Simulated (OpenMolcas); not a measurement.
# V²⁺ among point charges: CASSCF levels and susceptibility

How does a field of 6 point charges split the states of V²⁺, and what χT follows?

Method: state-averaged CASSCF, spin-orbit coupling by RASSI with atomic mean-field integrals. Code: OpenMolcas 26.06.

1 further run of the same task is left out (it didn't finish).

**1. The atom as given**

| Item | Value |
| --- | --- |
| Species | V²⁺ (vanadium, Z = 23, 21 electrons) |
| Basis | ANO-RCC-VTZP [6s5p3d2f1g], 59 functions |
| Scalar Hamiltonian | DKH2, point nucleus |
| Inactive shells | 1s 2s 2p 3s 3p |
| Active space | 3 electrons in 5 orbitals (3d) |
| Some configurations of this space | 3d3 |
| Orbitals | optimised for each spin and parity, averaged over all roots |

The outer shells:

3d3
```
3d [↑ ][↑ ][↑ ][  ][  ]
```

The ion sits among 6 point charges of -1.1 e arranged as a tetragonal octahedron (D4h), 1.88 Å from the ion, with the axial distance 1.786 Å. The active orbitals were held to one l.

The work runs as a chain of OpenMolcas steps in one folder; each step below is one input file. Labels, J, g values, rates, χT and fits are worked out afterwards by a script from the matrices that RASSI stores. The input lists half of the charges; inversion (Group=XYZ) makes the rest.

**2. One- and two-electron integrals**

The input, a.inp:

```
&GATEWAY
Coord
1

V 0.0 0.0 0.0
Basis=ANO-RCC-VTZP
Group=XYZ
NoMove
AngMom=0.0 0.0 0.0
AMFI
XField
3 Angstrom 0
1.880000 0.000000 0.000000 -1.100000
0.000000 1.880000 0.000000 -1.100000
0.000000 0.000000 1.786000 -1.100000
&SEWARD
```

Run with:

```
$ OMP_NUM_THREADS=1 MOLCAS_MEM=1689 MOLCAS_PROJECT=a pymolcas a.inp > a.log
```

**3. CASSCF: quartets of even parity, 10 roots**

The input, a.inp:

```
&RASSCF
FileOrb=start.orb
Symmetry=1
Spin=4
nActEl=3 0 0
Inactive=3 6
Ras2=5 0
CIRoot=10 10 1
SDav=10
CIMx=300
Iter=120 100
PrWF=0.3
OrbListing=Nothing
MaxOrb=0
SupSym
1
15 4 5 6 7 8 12 13 14 15 16 17 18 19 20 21
0
LevShft=1.5
>>> COPY $Project.JobIph JOB001
```

start.orb holds the contracted functions of the basis, ordered by shell, or the orbitals of the step before.

**4. CASSCF: doublets of even parity, 40 roots**

The input, a.inp:

```
&RASSCF
FileOrb=start.orb
Symmetry=1
Spin=2
nActEl=3 0 0
Inactive=3 6
Ras2=5 0
CIRoot=40 40 1
SDav=40
CIMx=300
Iter=120 100
PrWF=0.3
OrbListing=Nothing
MaxOrb=0
SupSym
1
15 4 5 6 7 8 12 13 14 15 16 17 18 19 20 21
0
LevShft=1.5
>>> COPY $Project.JobIph JOB002
```

**5. RASSI: spin-orbit coupling between the states**

The input, a.inp:

```
&RASSI
NrOfJobIphs=2 10 40
1 2 3 4 5 6 7 8 9 10
1 2 3 4 5 6 7 8 9 10 11 12 13 14 15 16 17 18 19 20 21 22 23 24 25 26 27
28 29 30 31 32 33 34 35 36 37 38 39 40
IphNames
JOB001
JOB002
EJob
SpinOrbit
DIPRint=1.0
SOCoupling=1000.0
Subsets=2
Property=9
'ANGMOM' 1 'ANGMOM' 2 'ANGMOM' 3 'MLTPL  1' 1 'MLTPL  1' 2 'MLTPL  1' 3
'AMFI' 1 'AMFI' 2 'AMFI' 3
SOProperty=3
'ANGMOM' 1 'ANGMOM' 2 'ANGMOM' 3
```

**Question.** What will these runs give? Wanted: spin-free ground state; first state of the same spin within the active space; lowest level; next level.

As calculated:

| quantity | value |
| --- | --- |
| method | CASSCF |
| spin-free ground state | 4B1, 1-fold in its orbital part |
| first state of the same spin within the active space | 4B2 at 6090 cm⁻¹ |
| lowest level | 2-fold E1/2, g = 0.00, 0.00, 5.77 |
| next level | 0.3 cm⁻¹ |
| χT at 300 K | 1.84 cm³ K/mol |
| effective moment at 300 K | 3.83 μB |

The spin-free ground state (4B1) comes to 100 % from free-ion F terms and keeps the highest spin of the shell. χT at 300 K is 1.84, against 1.88 cm³ K/mol for the spin alone; near agreement at one temperature doesn't show that the orbital moment is quenched. The field of point charges can differ much from that of real complexes. Point charges carry no covalency, so the field is a model and not that of real ligands.
